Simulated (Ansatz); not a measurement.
# C₇H₁₀: vertical ionisation energy

The task here is to estimate one member of a computed series from the others.

Program: Ansatz 0.2.0, Gaussian basis. Level of theory: unrestricted cation, the program's frozen cores in correlated methods. These are calculated values, not measurements.

The runs, in order: UKS PBE-D4/def2-TZVPP; UKS r2SCAN-D4/def2-TZVPP; UKS PBE0-D4/def2-TZVPP; UKS B3LYP-D4/def2-TZVPP; UKS wB97X-V/def2-TZVPP; UKS wB97M-V/def2-TZVPP; UKS B2PLYP/def2-TZVPP; UHF-CCSD(T)/def2-TZVPP; UHF-MP2/def2-QZVPP; extrapolation to the limit; then −ε(HOMO) from the neutral's earlier runs with LDA (SPW92), PBE-D4, revPBE-D4, BLYP-D4, r2SCAN-D4, B97M-V, PBE0-D4, B3LYP-D4, r2SCANh-D4, r2SCAN0-D4, HSE06-D4, BHLYP-D4, CAM-B3LYP-D4, LC-ωPBE, ωB97X-V, ωB97M-V.

## The relaxed structure

The geometry comes from an earlier relaxation with PBE0-D4 in a triple-zeta def2 set; it is a stationary point, not always the lowest conformer.

SMILES `CC1(C)C=CC=C1`, 17 atoms, charge 0, spin multiplicity 1.

Atoms are counted from 1 here; the program's logs count them from 0.

Bond lengths: C1–C2 1.532 Å, C1–H8 1.093 Å, C1–H9 1.093 Å, C1–H10 1.092 Å, C2–C3 1.532 Å, C2–C4 1.504 Å, C2–C7 1.504 Å, C3–H11 1.093 Å, C3–H12 1.092 Å, C3–H13 1.093 Å, C4–C5 1.339 Å, C4–H14 1.083 Å, C5–C6 1.463 Å, C5–H15 1.083 Å, C6–C7 1.339 Å, C6–H16 1.083 Å, C7–H17 1.083 Å. Angles: C2–C1–H8 110.5°, C2–C1–H9 110.5°, C2–C1–H10 110.8°, H8–C1–H9 108.0°, H8–C1–H10 108.4°, H9–C1–H10 108.4°, C1–C2–C3 110.2°, C1–C2–C4 111.2°, C1–C2–C7 111.2°, C3–C2–C4 111.2°, C3–C2–C7 111.2°, C4–C2–C7 101.8°, C2–C3–H11 110.5°, C2–C3–H12 110.8°, C2–C3–H13 110.5°, H11–C3–H12 108.4°, H11–C3–H13 108.0°, H12–C3–H13 108.4° and more.

Set-up of the first run:

The input, in.yaml:

```yaml
crystal:
  periodic: [false, false, false]
  atoms:
    - {symbol: C, position_ang: [1.301815, 0.882848, -0.730853]}
    - {symbol: C, position_ang: [0.296527, -0.077392, -0.086069]}
    - {symbol: C, position_ang: [0.925157, -1.464548, 0.084609]}
    - {symbol: C, position_ang: [-0.973964, -0.151821, -0.887020]}
    - {symbol: C, position_ang: [-2.009202, 0.270017, -0.150347]}
    - {symbol: C, position_ang: [-1.524362, 0.652897, 1.175777]}
    - {symbol: C, position_ang: [-0.200745, 0.458799, 1.227871]}
    - {symbol: H, position_ang: [2.196156, 0.975742, -0.109388]}
    - {symbol: H, position_ang: [1.610201, 0.513006, -1.712081]}
    - {symbol: H, position_ang: [0.864871, 1.875128, -0.857599]}
    - {symbol: H, position_ang: [1.227801, -1.870188, -0.884183]}
    - {symbol: H, position_ang: [0.217716, -2.157818, 0.543417]}
    - {symbol: H, position_ang: [1.813751, -1.407447, 0.718513]}
    - {symbol: H, position_ang: [-1.005061, -0.502477, -1.910938]}
    - {symbol: H, position_ang: [-3.042533, 0.325188, -0.468446]}
    - {symbol: H, position_ang: [-2.149159, 1.030692, 1.975092]}
    - {symbol: H, position_ang: [0.451032, 0.647383, 2.071646]}
basis:
  gaussian: {orbitals: def2-TZVPP}
total_charge: 1
magnetization: {spin_polarized: true, initial_magnetization: 1}
hamiltonian: {xc: pbe, dispersion: d4}
```

The run is started by

```bash
$ ansatz run in.yaml --threads 2 --pin off --events-out ev --progress --plain --max-ram 22528MiB --backend cuda --devices 0, --max-vram 18GiB
```

Among the steps run: Cation, UKS PBE-D4/def2-TZVPP; Cation, UKS r2SCAN-D4/def2-TZVPP; Cation, UKS PBE0-D4/def2-TZVPP; Cation, UKS B3LYP-D4/def2-TZVPP; Cation, UKS wB97X-V/def2-TZVPP; Cation, UKS wB97M-V/def2-TZVPP; Cation, UKS B2PLYP (frozen core)/def2-TZVPP; Cation, UHF-CCSD(T)/def2-TZVPP; Cation, UHF-MP2/def2-QZVPP.

One of the session's tables, all rows but one given; the rest of the session is left out.

It belongs to the step «Ionisation energies side by side». For comparison, −ε(HOMO) of the neutral from earlier runs:

```
  functional  −ε(HOMO) (eV)
 LDA (SPW92)           5.45
      PBE-D4           5.26
   revPBE-D4           5.18
     BLYP-D4              ?
   r2SCAN-D4           5.39
      B97M-V           5.39
     PBE0-D4           6.26
    B3LYP-D4           6.05
  r2SCANh-D4           5.77
  r2SCAN0-D4           6.36
    HSE06-D4           5.86
    BHLYP-D4           7.09
CAM-B3LYP-D4           7.54
     LC-ωPBE           8.90
     ωB97X-V           8.52
     ωB97M-V           8.45
```

Q: Estimate the row for BLYP-D4 from the others.

Worked estimate for «−ε(HOMO) (eV)». Against the share of exact exchange, B3LYP-D4 (0.2, 6.05), BHLYP-D4 (0.5, 7.09) give a slope of 3.47 per unit share; at 0 the line stands at 5.36.

The run gave: −ε(HOMO) (eV): 5.08. In «−ε(HOMO) (eV)» the line misses by +0.28.
